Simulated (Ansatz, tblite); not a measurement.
# SnMeH3 (CH6Sn): charged states by level of theory

What does removing or adding an electron cost or gain for SnMeH3 (CH6Sn)? Each charged state is run at several levels.

The runs use Ansatz 0.2.0, Gaussian basis; as each input shows.

The runs, in order: charge +1 doublet, at the geometry of the singlet (PBE0-D4/def2-TZVP, PBE-D4/def2-TZVP, r2SCAN-D4/def2-TZVP, CCSD(T)/def2-TZVPP); charge -1 doublet, at the geometry of the singlet (PBE0-D4/def2-TZVPD, PBE-D4/def2-TZVPD, r2SCAN-D4/def2-TZVPD, CCSD(T)/def2-TZVPD); the starting singlet's energies come from earlier runs.

1 further run of the same task is left out (set aside as unsound or not needed). Runs told in other sessions of the task aren't counted.

## (1) The geometry

The singlet was relaxed beforehand with PBE-D4/def2-TZVP.

8 atoms, charge 0, spin multiplicity 1.

Atoms are counted from 1 here; the program's logs count them from 0.

Bond lengths: Sn1–C2 2.159 Å, Sn1–H6 1.722 Å, Sn1–H7 1.722 Å, Sn1–H8 1.722 Å, C2–H3 1.097 Å, C2–H4 1.097 Å, C2–H5 1.097 Å. Angles: C2–Sn1–H6 110.1°, C2–Sn1–H7 110.1°, C2–Sn1–H8 110.1°, H6–Sn1–H7 108.8°, H6–Sn1–H8 108.8°, H7–Sn1–H8 108.8°, Sn1–C2–H3 109.8°, Sn1–C2–H4 109.8°, Sn1–C2–H5 109.8°, H3–C2–H4 109.2°, H3–C2–H5 109.2°, H4–C2–H5 109.2°.

Sn takes a core potential in the def2 sets. No spin-orbit coupling is included.

## (2) Charge +1 doublet at the fixed geometry, PBE0-D4/def2-TZVP

in.yaml

```yaml
crystal:
  periodic: [false, false, false]
  atoms:
    - {symbol: Sn, position_ang: [-0.001752, 0.003395, -0.996671]}
    - {symbol: C, position_ang: [0.002043, -0.003982, 1.162335]}
    - {symbol: H, position_ang: [-1.028668, 0.031022, 1.535443]}
    - {symbol: H, position_ang: [0.549809, 0.869826, 1.535441]}
    - {symbol: H, position_ang: [0.486999, -0.916576, 1.529463]}
    - {symbol: H, position_ang: [1.614160, -0.027114, -1.591683]}
    - {symbol: H, position_ang: [-0.783099, 1.422056, -1.582375]}
    - {symbol: H, position_ang: [-0.839503, -1.378616, -1.591953]}
basis:
  gaussian: {orbitals: def2-TZVP}
total_charge: 1
magnetization: {spin_polarized: true, initial_magnetization: 1}
hamiltonian: {xc: pbe0, dispersion: d4}
output: {orbitals: {seedname: orbitals}}
```

Run with:

```bash
> ansatz run in.yaml --threads 4 --pin off --events-out ev --progress --plain --max-ram 3916MiB
```

The log of the run:

```text
Functional definition: PBE0
  name "PBE0"
  cite "Adamo & Barone, J. Chem. Phys. 110, 6158 (1999) doi:10.1063/1.478522"
  cite "Perdew, Burke & Ernzerhof, Phys. Rev. Lett. 77, 3865 (1996) doi:10.1103/PhysRevLett.77.3865"
  parent pbe
  parameter a = 0.25
  parameter kappa = 0.804
  parameter beta = 0.06672455060314922
  exchange = (1 - a)*pbe_x(kappa = kappa, mu = beta*pi^2/3) + a*exact_x
  correlation = pbe_c(beta = beta)
905 factors; their error is unknown
mean field evaluation 1: about -6940.3617 eV, gradient 5.3e1 eV
mean field evaluation 2: about -6913.0439 eV, gradient 7.3e1 eV
mean field evaluation 4: about -6953.5414 eV, gradient 5.4e0 eV
mean field evaluation 8: about -6953.7214 eV, gradient 1.2e0 eV
mean field evaluation 16: about -6954.3190 eV, gradient 3.7e-1 eV
mean field -6954.32004707 eV, -255.5665479222 hartree, gradient 2.0e-5 eV, S^2 0.754490; 2 other end points of the search recorded, 0 dependent functions left out
reference -6954.32008243 eV, -255.5665492218 hartree; 17, 16 occupied and 100, 101 virtual orbitals, 905 factors
Total energy: -6954.39188052 eV, -255.5691877530 hartree
```

Run time: 2.1 s. Hardware: 4 threads of Arm Neoverse V2, shared host.

HOMO -14.53 eV, LUMO -12.54 eV (over both spins); ⟨S²⟩ 0.754 (pure: 0.75).

## (3) Charge +1 doublet at the fixed geometry, PBE-D4/def2-TZVP

start.molden holds the orbitals of an earlier run on this state, given as this run's starting guess.

Edit in.yaml of step 2 so:

```diff
@@ -12,6 +12,7 @@
 basis:
-  gaussian: {orbitals: def2-TZVP}
+  gaussian: {orbitals: def2-TZVP, initial_orbitals: start.molden}
 total_charge: 1
 magnetization: {spin_polarized: true, initial_magnetization: 1}
-hamiltonian: {xc: pbe0, dispersion: d4}
+hamiltonian: {xc: pbe, dispersion: d4}
+scf: {omitted_lower_state_checks: [starts]}
 output: {orbitals: {seedname: orbitals}}
```

The command is unchanged.

The log of the run:

```text
Functional definition: PBE
  name "PBE"
  cite "Perdew, Burke & Ernzerhof, Phys. Rev. Lett. 77, 3865 (1996) doi:10.1103/PhysRevLett.77.3865"
  parent pbe
  parameter kappa = 0.804
  parameter beta = 0.06672455060314922
  exchange = pbe_x(kappa = kappa, mu = beta*pi^2/3)
  correlation = pbe_c(beta = beta)
these checks for a lower state are left out or cut short: starts
832 factors; their error is unknown
mean field evaluation 1: about -6953.7087 eV, gradient 4.1e0 eV
mean field evaluation 2: about -6953.7821 eV, gradient 8.7e-2 eV
mean field evaluation 4: about -6953.7623 eV, gradient 5.5e-4 eV
mean field evaluation 8: about -6953.7623 eV, gradient 3.0e-5 eV
mean field -6953.76230637 eV, -255.5460513296 hartree, gradient 1.0e-5 eV, S^2 0.752580; 0 other end points of the search recorded, 0 dependent functions left out
reference -6953.76235388 eV, -255.5460530756 hartree; 17, 16 occupied and 100, 101 virtual orbitals, 832 factors
Total energy: -6953.84814371 eV, -255.5492057938 hartree
Checks for a lower state left out: starts
```

Wall time 2.4 s (4 threads of Arm Neoverse V2, shared host).

Report: HOMO -13.41 eV, LUMO -13.51 eV (over both spins; with the spin held, an empty level of the minority spin lies below the top filled one); ⟨S²⟩ 0.753 (pure: 0.75).

## (4) Charge +1 doublet at the fixed geometry, r2SCAN-D4/def2-TZVP

Edit in.yaml of step 3 so:

```diff
@@ -15,3 +15,3 @@
 magnetization: {spin_polarized: true, initial_magnetization: 1}
-hamiltonian: {xc: pbe, dispersion: d4}
+hamiltonian: {xc: r2scan, dispersion: d4}
 scf: {omitted_lower_state_checks: [starts]}
```

Same command.

The log of the run:

```text
Functional definition: r2SCAN
  name "r2SCAN"
  cite "Furness, Kaplan, Ning, Perdew & Sun, J. Phys. Chem. Lett. 11, 8208 (2020) doi:10.1021/acs.jpclett.0c02405"
  cite "Furness, Kaplan, Ning, Perdew & Sun, J. Phys. Chem. Lett. 11, 9248 (2020) doi:10.1021/acs.jpclett.0c03077"
  parent r2scan
  parameter k0 = 0.174
  parameter k1 = 0.065
  parameter a1 = 4.9479
  exchange = r2scan_x(k0 = k0, k1 = k1, a1 = a1)
  correlation = r2scan_c
these checks for a lower state are left out or cut short: starts
832 factors; their error is unknown
mean field evaluation 1: about -6957.1416 eV, gradient 3.1e0 eV
mean field evaluation 2: about -6957.1679 eV, gradient 2.8e-2 eV
mean field evaluation 4: about -6957.1499 eV, gradient 1.4e-4 eV
mean field -6957.14994731 eV, -255.6705448380 hartree, gradient 2.3e-5 eV, S^2 0.755605; 0 other end points of the search recorded, 0 dependent functions left out
reference -6957.14996360 eV, -255.6705454368 hartree; 17, 16 occupied and 100, 101 virtual orbitals, 832 factors
Total energy: -6957.16936517 eV, -255.6712584312 hartree
Checks for a lower state left out: starts
```

It took 2.5 s on 4 threads of Arm Neoverse V2, shared host.

Report: HOMO -13.68 eV, LUMO -13.19 eV (over both spins); ⟨S²⟩ 0.756 (pure: 0.75).

## (5) Charge +1 doublet at the fixed geometry, CCSD(T)/def2-TZVPP

Edit in.yaml of step 4 so:

```diff
@@ -12,7 +12,7 @@
 basis:
-  gaussian: {orbitals: def2-TZVP, initial_orbitals: start.molden}
+  gaussian: {orbitals: def2-TZVPP, initial_orbitals: start.molden}
 total_charge: 1
 magnetization: {spin_polarized: true, initial_magnetization: 1}
-hamiltonian: {xc: r2scan, dispersion: d4}
-scf: {omitted_lower_state_checks: [starts]}
+correlation: {method: ccsd_t}
+scf: {omitted_lower_state_checks: [starts, cluster_reference]}
 output: {orbitals: {seedname: orbitals}}
```

The command is unchanged.

The log of the run, shortened:

```text
Functional definition: HF
  name "HF"
  cite "Fock, Z. Phys. 61, 126 (1930) doi:10.1007/BF01340294"
  parent pbe
[...]
1098 factors; integrals over basis functions are off by at most 1.1e-3 eV
[...]
mean field -6921.19532176 eV, -254.3492367199 hartree, gradient 3.2e-6 eV, S^2 0.761417; 0 other end points of the search recorded, 0 dependent functions left out
5 core orbitals not correlated: weight in the atoms' cores, before any rotation towards them, 1.000 or more for the frozen orbitals, at most 0.000 for the correlated occupied ones
reference -6921.19532176 eV, -254.3492367199 hartree; 12, 11 occupied and 148, 149 virtual orbitals, 1098 factors
second order -13.19116172 eV of doubles, -0.00000000 eV of singles
cycle   1  -13.58311092 eV  change   -3.9e-1 eV  update   9.1e-2
[...]
cycle  10  -14.07418911 eV  change    1.9e-5 eV  update   1.3e-5
perturbative correction -0.38610459 eV, -0.0141890820 hartree
Total energy: -6935.65561546 eV, -254.8806427119 hartree
Checks for a lower state left out: starts, cluster_reference
```

It took 69 s on 4 threads of Arm Neoverse V2, shared host; peak memory 3.4 GiB.

From the report: Hartree-Fock HOMO -17.27 eV, LUMO -8.20 eV (over both spins); ⟨S²⟩ 0.761 (pure: 0.75); T1 0.016.

## (6) Vertical ionisation energy

Charged state less starting state, singlet to doublet; the starting state's energies are those of its earlier runs.

```
             method  vertical ionisation energy (eV)  from CCSD(T)/def2-TZVPP (eV)   time
      HF/def2-TZVPP                             9.55                         -1.05       
   PBE-D4/def2-TZVP                            10.40                         -0.20  3.1 s
r2SCAN-D4/def2-TZVP                            10.38                         -0.22  3.8 s
  PBE0-D4/def2-TZVP                            10.49                         -0.11    3 s
     MP2/def2-TZVPP                            10.72                         +0.12       
    CCSD/def2-TZVPP                            10.54                         -0.06       
 CCSD(T)/def2-TZVPP                            10.60                             0   86 s
```

Times add the two runs; a level without a time comes out of a correlated run.

Beside −ε(HOMO) of the starting state:

```
              level  −ε(HOMO) (eV)  by difference (eV)  mismatch (eV)
   PBE-D4/def2-TZVP           7.20               10.40          -3.20
r2SCAN-D4/def2-TZVP           7.45               10.38          -2.93
  PBE0-D4/def2-TZVP           8.37               10.49          -2.12
```

## (7) Charge -1 doublet at the fixed geometry, PBE0-D4/def2-TZVPD

Edit in.yaml of step 5 so:

```diff
@@ -12,7 +12,6 @@
 basis:
-  gaussian: {orbitals: def2-TZVPP, initial_orbitals: start.molden}
-total_charge: 1
+  gaussian: {orbitals: def2-TZVPD}
+total_charge: -1
 magnetization: {spin_polarized: true, initial_magnetization: 1}
-correlation: {method: ccsd_t}
-scf: {omitted_lower_state_checks: [starts, cluster_reference]}
+hamiltonian: {xc: pbe0, dispersion: d4}
 output: {orbitals: {seedname: orbitals}}
```

Launched as before.

The log of the run:

```text
Functional definition: PBE0
  name "PBE0"
  cite "Adamo & Barone, J. Chem. Phys. 110, 6158 (1999) doi:10.1063/1.478522"
  cite "Perdew, Burke & Ernzerhof, Phys. Rev. Lett. 77, 3865 (1996) doi:10.1103/PhysRevLett.77.3865"
  parent pbe
  parameter a = 0.25
  parameter kappa = 0.804
  parameter beta = 0.06672455060314922
  exchange = (1 - a)*pbe_x(kappa = kappa, mu = beta*pi^2/3) + a*exact_x
  correlation = pbe_c(beta = beta)
968 factors; their error is unknown
mean field evaluation 1: about -6961.3000 eV, gradient 2.2e1 eV
mean field evaluation 2: about -6960.2691 eV, gradient 2.6e1 eV
mean field evaluation 4: about -6963.5977 eV, gradient 1.4e0 eV
mean field evaluation 8: about -6963.6326 eV, gradient 2.8e-1 eV
mean field evaluation 16: about -6963.8298 eV, gradient 4.1e-3 eV
mean field evaluation 32: about -6963.6478 eV, gradient 1.5e0 eV
mean field -6963.82980956 eV, -255.9160252481 hartree, gradient 1.0e-5 eV, S^2 0.750394; 7 other end points of the search recorded, 0 dependent functions left out
reference -6963.82984905 eV, -255.9160266991 hartree; 18, 17 occupied and 129, 130 virtual orbitals, 968 factors
Total energy: -6963.96025605 eV, -255.9208190679 hartree
```

It took 6.5 s on 4 threads of Arm Neoverse V2, shared host.

From the report: HOMO 1.94 eV, LUMO 3.14 eV (over both spins); ⟨S²⟩ 0.750 (pure: 0.75). Doubts: highest occupied level lies above zero.

## (8) Charge -1 doublet at the fixed geometry, PBE-D4/def2-TZVPD

Edit in.yaml of step 7 so:

```diff
@@ -12,6 +12,7 @@
 basis:
-  gaussian: {orbitals: def2-TZVPD}
+  gaussian: {orbitals: def2-TZVPD, initial_orbitals: start.molden}
 total_charge: -1
 magnetization: {spin_polarized: true, initial_magnetization: 1}
-hamiltonian: {xc: pbe0, dispersion: d4}
+hamiltonian: {xc: pbe, dispersion: d4}
+scf: {omitted_lower_state_checks: [starts]}
 output: {orbitals: {seedname: orbitals}}
```

The command is unchanged.

The log of the run:

```text
Functional definition: PBE
  name "PBE"
  cite "Perdew, Burke & Ernzerhof, Phys. Rev. Lett. 77, 3865 (1996) doi:10.1103/PhysRevLett.77.3865"
  parent pbe
  parameter kappa = 0.804
  parameter beta = 0.06672455060314922
  exchange = pbe_x(kappa = kappa, mu = beta*pi^2/3)
  correlation = pbe_c(beta = beta)
these checks for a lower state are left out or cut short: starts
884 factors; their error is unknown
mean field evaluation 1: about -6963.2547 eV, gradient 4.1e0 eV
mean field evaluation 2: about -6963.3184 eV, gradient 6.6e-2 eV
mean field evaluation 4: about -6963.2945 eV, gradient 2.6e-3 eV
mean field evaluation 8: about -6963.2945 eV, gradient 1.3e-5 eV
mean field -6963.29451719 eV, -255.8963536163 hartree, gradient 1.3e-5 eV, S^2 0.750262; 0 other end points of the search recorded, 0 dependent functions left out
reference -6963.29456973 eV, -255.8963555471 hartree; 18, 17 occupied and 129, 130 virtual orbitals, 884 factors
Total energy: -6963.44984656 eV, -255.9020618651 hartree
Checks for a lower state left out: starts
```

Run time: 2.4 s. Hardware: 4 threads of Arm Neoverse V2, shared host.

HOMO 2.23 eV, LUMO 2.66 eV (over both spins); ⟨S²⟩ 0.750 (pure: 0.75). Doubts: highest occupied level lies above zero.

## (9) Charge -1 doublet at the fixed geometry, r2SCAN-D4/def2-TZVPD

Edit in.yaml of step 8 so:

```diff
@@ -15,3 +15,3 @@
 magnetization: {spin_polarized: true, initial_magnetization: 1}
-hamiltonian: {xc: pbe, dispersion: d4}
+hamiltonian: {xc: r2scan, dispersion: d4}
 scf: {omitted_lower_state_checks: [starts]}
```

The command is unchanged.

The log of the run:

```text
Functional definition: r2SCAN
  name "r2SCAN"
  cite "Furness, Kaplan, Ning, Perdew & Sun, J. Phys. Chem. Lett. 11, 8208 (2020) doi:10.1021/acs.jpclett.0c02405"
  cite "Furness, Kaplan, Ning, Perdew & Sun, J. Phys. Chem. Lett. 11, 9248 (2020) doi:10.1021/acs.jpclett.0c03077"
  parent r2scan
  parameter k0 = 0.174
  parameter k1 = 0.065
  parameter a1 = 4.9479
  exchange = r2scan_x(k0 = k0, k1 = k1, a1 = a1)
  correlation = r2scan_c
these checks for a lower state are left out or cut short: starts
884 factors; their error is unknown
mean field evaluation 1: about -6966.5420 eV, gradient 3.1e0 eV
mean field evaluation 2: about -6966.5737 eV, gradient 5.1e-2 eV
mean field evaluation 4: about -6966.5542 eV, gradient 3.0e-3 eV
mean field evaluation 8: about -6966.5542 eV, gradient 2.7e-5 eV
mean field -6966.55417281 eV, -256.0161437506 hartree, gradient 1.2e-5 eV, S^2 0.751071; 0 other end points of the search recorded, 0 dependent functions left out
reference -6966.55420352 eV, -256.0161448793 hartree; 18, 17 occupied and 129, 130 virtual orbitals, 884 factors
Total energy: -6966.59129873 eV, -256.0175081030 hartree
Checks for a lower state left out: starts
```

Wall time 8.5 s (4 threads of Arm Neoverse V2, shared host).

Report: HOMO 2.24 eV, LUMO 2.92 eV (over both spins); ⟨S²⟩ 0.751 (pure: 0.75). Doubts: highest occupied level lies above zero.

## (10) Charge -1 doublet at the fixed geometry, CCSD(T)/def2-TZVPD

Edit in.yaml of step 9 so:

```diff
@@ -15,4 +15,4 @@
 magnetization: {spin_polarized: true, initial_magnetization: 1}
-hamiltonian: {xc: r2scan, dispersion: d4}
-scf: {omitted_lower_state_checks: [starts]}
+correlation: {method: ccsd_t}
+scf: {omitted_lower_state_checks: [starts, cluster_reference]}
 output: {orbitals: {seedname: orbitals}}
```

The command is unchanged.

The log of the run, shortened:

```text
Functional definition: HF
  name "HF"
  cite "Fock, Z. Phys. 61, 126 (1930) doi:10.1007/BF01340294"
  parent pbe
[...]
1198 factors; integrals over basis functions are off by at most 8.0e-4 eV
[...]
a density is far from that of the atoms, so the factors are made again for it
1224 factors; integrals over basis functions are off by at most 7.9e-4 eV
[...]
mean field -6929.18061831 eV, -254.6426909554 hartree, gradient 4.0e-6 eV, S^2 0.751203; 1 other end points of the search recorded, 0 dependent functions left out
5 core orbitals not correlated: weight in the atoms' cores, before any rotation towards them, 1.000 or more for the frozen orbitals, at most 0.000 for the correlated occupied ones
reference -6929.18061831 eV, -254.6426909554 hartree; 13, 12 occupied and 129, 130 virtual orbitals, 1224 factors
second order -14.31529874 eV of doubles, -0.00000000 eV of singles
cycle   1  -14.59328471 eV  change   -2.8e-1 eV  update   1.1e-1
[...]
cycle  15  -15.10965678 eV  change    2.2e-5 eV  update   8.1e-6
perturbative correction -0.48033310 eV, -0.0176519159 hartree
Total energy: -6944.77060819 eV, -255.2156125164 hartree
Checks for a lower state left out: starts, cluster_reference
```

Wall time 66 s (4 threads of Arm Neoverse V2, shared host); peak memory 2.7 GiB.

Hartree-Fock HOMO 1.49 eV, LUMO 4.78 eV (over both spins); ⟨S²⟩ 0.751 (pure: 0.75); T1 0.042. Doubts: highest occupied level lies above zero.

## (11) Vertical electron affinity

Starting state less charged state (positive: the electron is bound), singlet to doublet; the starting state's energies are those of its earlier runs.

Differences are taken before rounding.

```
              method  vertical electron affinity (eV)  from CCSD(T)/def2-TZVPD (eV)   time
       HF/def2-TZVPD                            -1.53                         -0.43       
   PBE-D4/def2-TZVPD                            -0.81                         +0.28  3.3 s
r2SCAN-D4/def2-TZVPD                            -0.97                         +0.12   10 s
  PBE0-D4/def2-TZVPD                            -0.93                         +0.16  7.6 s
      MP2/def2-TZVPD                            -1.16                         -0.07       
     CCSD/def2-TZVPD                            -1.14                         -0.05       
  CCSD(T)/def2-TZVPD                            -1.09                             0   77 s
```

Times add the two runs; a level without a time comes out of a correlated run.

Beside −ε(LUMO) of the starting state:

```
               level  −ε(LUMO) (eV)  by difference (eV)  mismatch (eV)
   PBE-D4/def2-TZVPD           0.65               -0.81          +1.46
r2SCAN-D4/def2-TZVPD           0.06               -0.97          +1.03
  PBE0-D4/def2-TZVPD           0.02               -0.93          +0.95
```

## (12) Summary of results

| quantity | value |
| --- | --- |
| vertical ionisation energy, functionals in def2-TZVP | 10.38 (r2SCAN-D4) to 10.49 eV (PBE0-D4) |
| vertical ionisation energy, CCSD(T)/def2-TZVPP | 10.60 eV |
| vertical electron affinity, functionals in def2-TZVPD | -0.97 (r2SCAN-D4) to -0.81 eV (PBE-D4) |
| vertical electron affinity, CCSD(T)/def2-TZVPD | -1.09 eV |

**Reading.** The vertical ionisation energy spans 10.38 to 10.49 eV over the functionals, beside 10.60 eV from CCSD(T)/def2-TZVPP. −ε(HOMO) misses the level's own difference by -2.12 eV at best (PBE0-D4) and -3.20 eV at worst (PBE-D4). CCSD(T)/def2-TZVPP isn't at the basis-set limit; small misses against it rank nothing. The vertical electron affinity spans -0.97 to -0.81 eV over the functionals, beside -1.09 eV from CCSD(T)/def2-TZVPD. A negative affinity means an unbound electron, held by the basis alone. −ε(LUMO) misses the level's own difference by +0.95 eV at best (PBE0-D4) and +1.46 eV at worst (PBE-D4).
